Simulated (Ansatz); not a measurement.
# C₂H₆FIn: one species, many methods

The task here is to estimate one member of a computed series from the others.

Program: Ansatz 0.2.0, Gaussian basis. Level of theory: functionals in def2-TZVPP, the program's frozen cores in correlated methods. These are calculated values, not measurements.

Plan: PBE-D4, r2SCAN-D4, PBE0-D4, B3LYP-D4, ωB97X-V, ωB97M-V, B2PLYP; CCSD(T)/def2-TZVPP; MP2/def2-QZVPP; extrapolation to the limit.

**Structure used throughout**

An earlier PBE0-D4 in a triple-zeta def2 set relaxation fixed the geometry. In takes the def2 core potential; no spin-orbit term is included.

SMILES `[CH3][InH][CH2]F`, 10 atoms, charge 0, spin multiplicity 1.

Atoms are counted from 1 here; the program's logs count them from 0.

Bond lengths: C1–In2 2.149 Å, C1–H5 1.092 Å, C1–H6 1.092 Å, C1–H7 1.090 Å, In2–C3 2.186 Å, In2–H8 1.734 Å, C3–F4 1.395 Å, C3–H9 1.095 Å, C3–H10 1.095 Å. Angles: In2–C1–H5 110.1°, In2–C1–H6 110.0°, In2–C1–H7 110.7°, H5–C1–H6 107.7°, H5–C1–H7 109.2°, H6–C1–H7 109.2°, C1–In2–C3 119.0°, C1–In2–H8 122.9°, C3–In2–H8 118.1°, In2–C3–F4 111.1°, In2–C3–H9 111.3°, In2–C3–H10 111.4°, F4–C3–H9 107.8°, F4–C3–H10 107.8°, H9–C3–H10 107.2°.

Coordinates:

```mol
C2H6FIn
  3D, bonds by distance, orders not assigned

 10  9  0  0  0  0  0  0  0  0999 V2000
   -1.2643    0.5710   -1.2666 C   0  0
   -0.5264   -0.4921    0.4489 In  0  0
    1.5807   -0.2933    0.9943 C   0  0
    2.2496    0.5537    0.1107 F   0  0
   -1.6839   -0.1309   -1.9902 H   0  0
   -2.0611    1.2553   -0.9680 H   0  0
   -0.4641    1.1386   -1.7404 H   0  0
   -1.5315   -1.5073    1.4314 H   0  0
    2.0895   -1.2631    0.9794 H   0  0
    1.6946    0.1171    2.0034 H   0  0
  1  2  8  0
  2  3  8  0
  3  4  8  0
  1  5  8  0
  1  6  8  0
  1  7  8  0
  2  8  8  0
  3  9  8  0
  3 10  8  0
M  END
```

Set-up of the first run:

The input, in.yaml:

```yaml
crystal:
  periodic: [false, false, false]
  atoms:
    - {symbol: C, position_ang: [-1.264310, 0.570994, -1.266621]}
    - {symbol: In, position_ang: [-0.526426, -0.492093, 0.448858]}
    - {symbol: C, position_ang: [1.580742, -0.293315, 0.994330]}
    - {symbol: F, position_ang: [2.249584, 0.553655, 0.110736]}
    - {symbol: H, position_ang: [-1.683909, -0.130890, -1.990246]}
    - {symbol: H, position_ang: [-2.061147, 1.255343, -0.968029]}
    - {symbol: H, position_ang: [-0.464087, 1.138618, -1.740427]}
    - {symbol: H, position_ang: [-1.531456, -1.507325, 1.431361]}
    - {symbol: H, position_ang: [2.089524, -1.263138, 0.979407]}
    - {symbol: H, position_ang: [1.694586, 0.117050, 2.003431]}
basis:
  gaussian: {orbitals: def2-TZVPP}
hamiltonian: {xc: pbe, dispersion: d4}
output: {forces: true, orbitals: {seedname: orbitals}}
```

Started as:

```sh
$ ansatz run in.yaml --threads 4 --pin off --events-out ev --progress --plain --max-ram 10444MiB
```

Among the steps run: PBE-D4 (GGA); r2SCAN-D4 (meta-GGA); PBE0-D4 (hybrid); B3LYP-D4 (hybrid); ωB97X-V (range-separated); ωB97M-V (range-separated); B2PLYP (double hybrid); CCSD(T) in def2-TZVPP; MP2 in def2-QZVPP.

One of the session's tables, all rows but one given; the rest of the session is left out.

| method | atoms, summed (eV) | atomisation energy (kcal/mol) |
| --- | --- | --- |
| PBE-D4 | -10024.025 | 786.4 |
| r2SCAN-D4 | -10029.423 | 776.1 |
| PBE0-D4 | -10024.868 | 774.3 |
| B3LYP-D4 | -10032.530 | 771.8 |
| ωB97X-V | -10027.814 | 778.7 |
| ωB97M-V | -10026.404 | 777.7 |
| B2PLYP | -10021.060 | 764.7 |
| HF/def2-TZVPP | ? | ? |
| MP2/def2-TZVPP | -10002.473 | 764.7 |
| CCSD/def2-TZVPP | -10003.845 | 749.2 |
| CCSD(T)/def2-TZVPP | -10004.219 | 759.7 |
| MP2/CBS | -10013.122 | 782.1 |
| CCSD(T)/CBS | -10014.868 | 777.1 |

Q: Estimate the row for HF/def2-TZVPP from the others.

The run gave: atoms, summed (eV): -9986.732; atomisation energy (kcal/mol): 563.9. In the column «atoms, summed (eV)» it is the highest.
